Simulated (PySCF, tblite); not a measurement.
# C2H12FPSi4: geometry, infrared bands and NMR shifts

What infrared bands and NMR shifts should C2H12FPSi4 (`F[Si@@H]1C[C@@H]([SiH3])[SiH2]P1[SiH3]`) show?

Computed with tblite 0.8.0 and PySCF 2.14.0, with density-fitted response routines of our own, on a single molecule in the gas phase. Atoms count from 0, in the outputs and in this text.

**1. The starting structure**

20 atoms, charge 0, multiplicity 1; geometry from: force field or distance geometry start.

Bonds of the start (Å): F0–Si1 1.66, Si1–C2 1.89, C2–C3 1.49, C3–Si4 1.84, C3–Si5 1.84, Si5–P6 2.23, P6–Si7 2.23, P6–Si1 2.24, Si1–H8 1.45, C2–H9 1.10, C2–H10 1.11, C3–H11 1.13, Si4–H12 1.45, Si4–H13 1.48, Si4–H14 1.48, Si5–H15 1.45, Si5–H16 1.46, Si7–H17 1.45, Si7–H18 1.45, Si7–H19 1.48.

**2. Relaxing the molecule with GFN2-xTB**

What the job is given:

```
{"job": {"kind": "relax", "xc": "GFN2-xTB", "basis": "xTB"}, "charge": 0, "multiplicity": 1}
F      0.920100     2.849500    -1.101000
Si     0.116300     1.392100    -1.117400
C     -0.550100     0.896000     0.577600
C     -1.138700    -0.465200     0.442700
Si    -2.644500    -0.388600    -0.618800
Si     0.136200    -1.666800    -0.120100
P      1.525700    -0.337300    -1.253700
Si     3.185700     0.099000     0.169000
H     -0.897000     1.253400    -2.139800
H      0.303900     0.966100     1.273400
H     -1.314900     1.662400     0.819400
H     -1.495300    -0.846000     1.445900
H     -2.563700    -1.211500    -1.814800
H     -2.856900     1.035600    -0.963700
H     -3.857500    -0.807700     0.112700
H     -0.443000    -2.592300    -1.070700
H      0.817900    -2.398800     0.943900
H      3.065200     1.421600     0.757100
H      4.490500     0.013000    -0.462700
H      3.194800    -0.863900     1.298500
```

Command:

```
$ OMP_NUM_THREADS=1 python probes_run.py task.json out
```

The driver reads the jobs from task.json and runs them one after another.

**Question.** This job is followed by: GFN2-xTB harmonic vibrations, gas phase; GIAO PBE0/pcSseg-1 NMR shielding, non-relativistic, gas phase. What will the session give for the following? strongest single infrared mode (GFN2-xTB); zero-point energy (GFN2-xTB); 13C shifts against TMS (PBE0/pcSseg-1); 1H shifts against TMS (PBE0/pcSseg-1, means over atoms taken as alike); 19F shifts against CFCl3 (PBE0/pcSseg-1); 29Si shifts against TMS (PBE0/pcSseg-1); 31P shifts against H3PO4 (PBE0/pcSseg-1).

As calculated:

| quantity | value |
| --- | --- |
| strongest single infrared mode (GFN2-xTB) | 745 cm⁻¹, 606 km/mol |
| zero-point energy (GFN2-xTB) | 76.9 kcal/mol |
| 13C shifts against TMS (PBE0/pcSseg-1) | 21.9, 1.8 ppm |
| 1H shifts against TMS (PBE0/pcSseg-1, means over atoms taken as alike) | 5.95, 4.74, 4.66, 4.27, 3.79, 1.68, 1.39, 1.02 ppm |
| 19F shifts against CFCl3 (PBE0/pcSseg-1) | -199.4 ppm |
| 29Si shifts against TMS (PBE0/pcSseg-1) | 53.4, -22.7, -63.2, -82.2 ppm |
| 31P shifts against H3PO4 (PBE0/pcSseg-1) | -375.7 ppm |

What this shows: Over 210 steps the energy fell by 0.756 eV; of the close pairs, C3–Si5 changed most, 1.840 to 1.913 Å. No mode is imaginary among the 54: a minimum at this level. The strongest single mode, at 745 cm⁻¹, is spread over many atoms; the largest shares are those of H18, H19. Unscaled tight-binding wavenumbers are off by several per cent, some by more. Its intensities can rank the bands wrongly. At PBE0/pcSseg-1: The widest tensor belongs to P6: span 168 ppm, with a paramagnetic part of -279 ppm.
